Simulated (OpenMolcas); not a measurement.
**Ag³⁺ among point charges: CASSCF and CASPT2 levels and susceptibility**

How does a field of 8 point charges split the states of Ag³⁺, and what χT follows?

The numbers are computed with OpenMolcas 26.06 (state-averaged CASSCF and CASPT2, spin-orbit coupling by RASSI with atomic mean-field integrals), except any that are marked as measured or tabulated.

## Step 1: The atom as given

* Species: Ag³⁺ (silver, Z = 47, 44 electrons)
* Basis: ANO-RCC-VDZP [6s5p3d1f], 43 functions
* Scalar Hamiltonian: DKH2, point nucleus
* Inactive shells: 1s 2s 2p 3s 3p 3d 4s 4p
* Active space: 8 electrons in 5 orbitals (4d)
* Some configurations of this space: 4d8
* Orbitals: optimised for each spin and parity, averaged over all roots

The outer shells:

4d8
```
4d [↑↓][↑↓][↑↓][↑ ][↑ ]
```

The ion sits among 8 point charges of -1.2 e arranged as a cube (Oh), 2.09 Å from the ion.

Each step is its own input file, run in one work folder so that later steps find the files of earlier ones. Labels, J, g values, rates, χT and fits are worked out afterwards by a script from the matrices that RASSI stores. The input lists half of the charges; inversion (Group=XYZ) makes the rest.

## Step 2: Basis and integrals

Contents of a.inp:

```
&GATEWAY
Coord
1

Ag 0.0 0.0 0.0
Basis=ANO-RCC-VDZP
Group=XYZ
NoMove
AngMom=0.0 0.0 0.0
AMFI
XField
4 Angstrom 0
1.206662 1.206662 1.206662 -1.200000
1.206662 1.206662 -1.206662 -1.200000
1.206662 -1.206662 1.206662 -1.200000
1.206662 -1.206662 -1.206662 -1.200000
&SEWARD
```

Run with:

```console
> OMP_NUM_THREADS=1 MOLCAS_MEM=1689 MOLCAS_PROJECT=a pymolcas a.inp > a.log
```

## Step 3: CASSCF: triplets of even parity, 10 roots

Contents of a.inp:

```
&RASSCF
FileOrb=start.orb
Symmetry=1
Spin=3
nActEl=8 0 0
Inactive=9 9
Ras2=5 0
CIRoot=10 10 1
SDav=10
CIMx=300
Iter=120 100
PrWF=0.3
OrbListing=Nothing
MaxOrb=0
>>> COPY $Project.JobIph JOB001
```

start.orb holds the contracted functions of the basis, ordered by shell, or the orbitals of the step before.

## Step 4: CASSCF: singlets of even parity, 15 roots

Contents of a.inp:

```
&RASSCF
FileOrb=start.orb
Symmetry=1
Spin=1
nActEl=8 0 0
Inactive=9 9
Ras2=5 0
CIRoot=15 15 1
SDav=15
CIMx=300
Iter=120 100
PrWF=0.3
OrbListing=Nothing
MaxOrb=0
>>> COPY $Project.JobIph JOB002
```

## Step 5: State interaction with spin-orbit coupling

Contents of a.inp:

```
&RASSI
NrOfJobIphs=2 10 15
1 2 3 4 5 6 7 8 9 10
1 2 3 4 5 6 7 8 9 10 11 12 13 14 15
IphNames
JOB001
JOB002
EJob
SpinOrbit
DIPRint=1.0
SOCoupling=1000.0
Subsets=2
Property=9
'ANGMOM' 1 'ANGMOM' 2 'ANGMOM' 3 'MLTPL  1' 1 'MLTPL  1' 2 'MLTPL  1' 3
'AMFI' 1 'AMFI' 2 'AMFI' 3
SOProperty=3
'ANGMOM' 1 'ANGMOM' 2 'ANGMOM' 3
```

## Step 6: CASPT2: IPEA 0.25, imaginary shift 0.1 (closed shells correlated: 4s 4p)

Contents of a.inp:

```
>>> COPY JOB001 $Project.JobIph
&CASPT2
Multistate=10 1 2 3 4 5 6 7 8 9 10
NoMult
Frozen=8 6
IPEA=0.25
Imaginary=0.1
MaxIter=60
WThr=0.0 0.3 0.05
PrWF=0.5
NoMix
>>> COPY JOB002 $Project.JobIph
&CASPT2
Multistate=15 1 2 3 4 5 6 7 8 9 10 11 12 13 14 15
NoMult
Frozen=8 6
IPEA=0.25
Imaginary=0.1
MaxIter=60
WThr=0.0 0.3 0.05
PrWF=0.5
NoMix
```

(Steps that only read results are left out.)

**Question.** What will these runs give? Wanted: spin-free ground state; first state of the same spin within the active space; lowest level; next level.

As calculated:

| quantity | value |
| --- | --- |
| method | SS-CASPT2, IPEA 0.25, imaginary shift 0.1 (closed shells correlated: 4s 4p) |
| spin-free ground state | 3T1, 3-fold in its orbital part |
| first state of the same spin within the active space | 3T2 at 2520 cm⁻¹ |
| lowest level | 1-fold A1 |
| next level | 660.2 cm⁻¹ |
| χT at 300 K | 2.25 cm³ K/mol |
| effective moment at 300 K | 4.25 μB |

Cost by method:

```csv
method,time of its own steps,time with the reference
A. CASSCF,4.5 s,4.5 s
"B. SS-CASPT2, IPEA 0.25, imaginary shift 0.1, +4s 4p",1.5 s,5.9 s
```

Times are of one thread on a shared host.

What this shows: The spin-free ground state (3T1) comes to 99 % from free-ion F terms and keeps the highest spin of the shell. χT at 300 K is 2.25, against 1.00 cm³ K/mol for the spin alone, so orbital moment adds to it. A ligand-field fit to the states below 45000 cm-1 gives 10Dq = -3776 cm-1, B = 932 cm-1 and C = 3634 cm-1 (C/B = 3.90), with a deviation of 379 cm-1. CASPT2 does not keep the components of a term degenerate, and the means are used. The field of point charges can differ much from that of real complexes. This is an electrostatic model: the charges have no orbitals.
